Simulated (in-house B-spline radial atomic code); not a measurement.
**Excited states and polarisability of Br³³⁺ by several methods**

Aim: excitation energies, oscillator strengths, polarisability and C6 of Br³³⁺ by linear response on several mean fields, with the cost of each.

The numbers are computed with in-house B-spline radial atomic code version 1 (linear response of a closed shell, each method with its own adiabatic kernel; non-relativistic; B-spline basis; no spin-orbit coupling, no double excitations; only terms of natural parity, (−1)^L, with L up to 3 are computed), except any that are marked as measured or tabulated.

## Step 1: Starting point

```
element       : bromine (Z = 35)
charge        : +33
configuration : 1s2
runs          : TDHF; PBE; CAM-B3LYP; OLYP; BP86
```

Outer shells as boxes (Hund's rule):

Br³³⁺
```
1s [↑↓]
```

## Step 2: TDHF

Settings, as recorded:

```ini
Z = 35
electrons = 2.0
configuration = 1s2
hamiltonian = nr
method = hf
box_radius = 3.74
intervals = 48
```

Started as:

```
$ python run_td.py task.json out
```

The settings of every run stand in task.json; they run in order.

## Step 3: PBE

Changes to the settings of step 2:

```diff
@@ -4,3 +4,3 @@
 hamiltonian = nr
-method = hf
+method = pbe,pbe
 box_radius = 3.74
```

## Step 4: CAM-B3LYP

Settings, as recorded:

```ini
Z = 35
electrons = 2.0
configuration = 1s2
hamiltonian = nr
method = camb3lyp
box_radius = 3.74
intervals = 48
```

## Step 5: OLYP

Settings, as recorded:

```ini
Z = 35
electrons = 2.0
configuration = 1s2
hamiltonian = nr
method = optx,lyp
box_radius = 3.74
intervals = 48
```

## Step 6: BP86

Settings, as recorded:

```ini
Z = 35
electrons = 2.0
configuration = 1s2
hamiltonian = nr
method = b88,p86
box_radius = 3.74
intervals = 48
```

Q: Predict the outcome of this session. Wanted: for each run, threshold; 1s→2p ¹P; 1s→2p ³P, Tamm-Dancoff; α; C6.

As calculated:

```csv
run,threshold (eV),1s→2p ¹P (eV),"1s→2p ³P, Tamm-Dancoff (eV)",α (bohr³),C6 (hartree bohr⁶),time
TDHF,16076.3,12153.1,12122.2,6.251e-06,1.501e-08,under 0.1 s
PBE,15856.0,12079.8,12049.9,6.286e-06,1.512e-08,under 0.1 s
CAM-B3LYP,15902.8,12081.3,12012.1,6.277e-06,1.509e-08,0.1 s
OLYP,15859.3,12060.1,11981.3,6.283e-06,1.511e-08,under 0.1 s
BP86,15860.3,12083.7,12055.0,6.282e-06,1.511e-08,under 0.1 s
```

What this shows: α runs from 6.25e-06 (TDHF) to 6.29e-06 bohr³ (PBE). The semilocal functionals put the threshold at 15856.0 to 15860.3 eV, under Hartree-Fock's 16076.3 eV, through self-interaction. Relativity is absent, so for an element this heavy the values are those of a model, not of the real ion.
